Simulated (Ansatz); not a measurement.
# GePd: further runs on the relaxed cell

One table from this session's results is given with a row withheld; the runs are named, their logs left out.

Program: Ansatz 0.2.0. Level of theory: DFT r2SCAN, scalar-relativistic, plane waves, PAW. These are calculated values, not measurements.

## The starting structure

It takes space group Pnma (No. 62, orthorhombic). The conventional cell has a = 5.798 Å, b = 3.543 Å, c = 6.283 Å, α = 90.00°, β = 90.00°, γ = 90.00°. Ge (site symmetry m) is surrounded by 6 Pd at 2.50 to 2.64 Å. Pd (site symmetry m) has 6 Ge at 2.50 to 2.64 Å in its first shell of neighbours.

Coordinates:

```cif
data_structure
_symmetry_space_group_name_H-M 'Pnma'
_symmetry_Int_Tables_number 62
_cell_length_a 5.7977
_cell_length_b 3.5432
_cell_length_c 6.2826
_cell_angle_alpha 90.000
_cell_angle_beta 90.000
_cell_angle_gamma 90.000
_cell_volume 129.06
loop_
_atom_site_label
_atom_site_type_symbol
_atom_site_symmetry_multiplicity
_atom_site_Wyckoff_symbol
_atom_site_fract_x
_atom_site_fract_y
_atom_site_fract_z
_atom_site_occupancy
Ge1 Ge 4 c 0.81443 0.75000 0.57696 1
Pd1 Pd 4 c 0.99681 0.75000 0.19107 1
```

It is the result of an earlier relaxation at this level (volume 16.13 Å³/atom; gap on the mesh: none (metal)).

The first run:

input.yaml

```yaml
crystal:
  lattice:
    - [5.7391816902, 0.0, 0.0]
    - [0.0, 3.507443497, 0.0]
    - [0.0, 0.0, 6.2191399297]
  atoms:
    - { symbol: Ge, position: [0.8144290859, 0.75, 0.5769595634] }
    - { symbol: Ge, position: [0.1855709141, 0.25, 0.4230404366] }
    - { symbol: Ge, position: [0.6855709141, 0.25, 0.0769595634] }
    - { symbol: Ge, position: [0.3144290859, 0.75, 0.9230404366] }
    - { symbol: Pd, position: [0.9968144707, 0.75, 0.1910664407] }
    - { symbol: Pd, position: [0.0031855293, 0.25, 0.8089335593] }
    - { symbol: Pd, position: [0.5031855293, 0.25, 0.6910664407] }
    - { symbol: Pd, position: [0.4968144707, 0.75, 0.3089335593] }
basis:
  ecutwfc: 500
kpoints:
  mp_grid: { grid: [6, 10, 6] }
hamiltonian:
  xc: r2scan
scf:
  occupations: { method: gaussian, width: 0.1 }
output:
  forces: true
  stress: true
  eigenvalues: true
relax:
  adjacent_minimum: "off"
  f_tol: 0.01
  max_steps: 30
  cell: { stress_tol: 0.1, fix: [volume] }
```

Started as:

```
ansatz run input.yaml --threads 2 --pin off --max-ram 5120MiB --backend cpu --events-out ev --progress --plain --runs-dir out
```

Among the steps run: Point at V/V0 = 0.97; Volume × 1.03; Point at V/V0 = 0.94; Volume × 1.06; The cell scaled to 0.91 of its volume; The cell scaled to 1.10 of its volume; The cell scaled to 0.88 of its volume.

One table of the session follows, with a row left open; its other results are not shown here.

It belongs to the step «Energy against volume». 

| volume (Å³/atom) | energy above the lowest point (meV/atom) | pressure (GPa) |
| --- | --- | --- |
| 14.197 | 128.5 | 24.27 |
| 14.681 | 67.4 | 16.44 |
| 15.165 | 28.0 | 9.91 |
| 15.649 | 6.5 | 4.50 |
| 16.133 | 0.0 | -0.01 |
| 16.617 | ? | ? |
| 17.101 | 21.9 | -6.81 |
| 17.746 | 56.2 | -10.06 |

Q: Estimate the row for volume (Å³/atom) = 16.617 from the others.

Worked estimate for «energy above the lowest point (meV/atom)». A straight line through the neighbours (16.133, 0.0) and (17.101, 21.9) gives 0.0 + (21.9 − 0.0) × (16.617 − 16.133) / (17.101 − 16.133) = 11.0; a parabola fitted to 4 rows on both sides gives 6.0.

**Answer.** energy above the lowest point (meV/atom): 5.8; pressure (GPa): -3.74. In «energy above the lowest point (meV/atom)» the line misses by +5.2 and the parabola by +0.2.
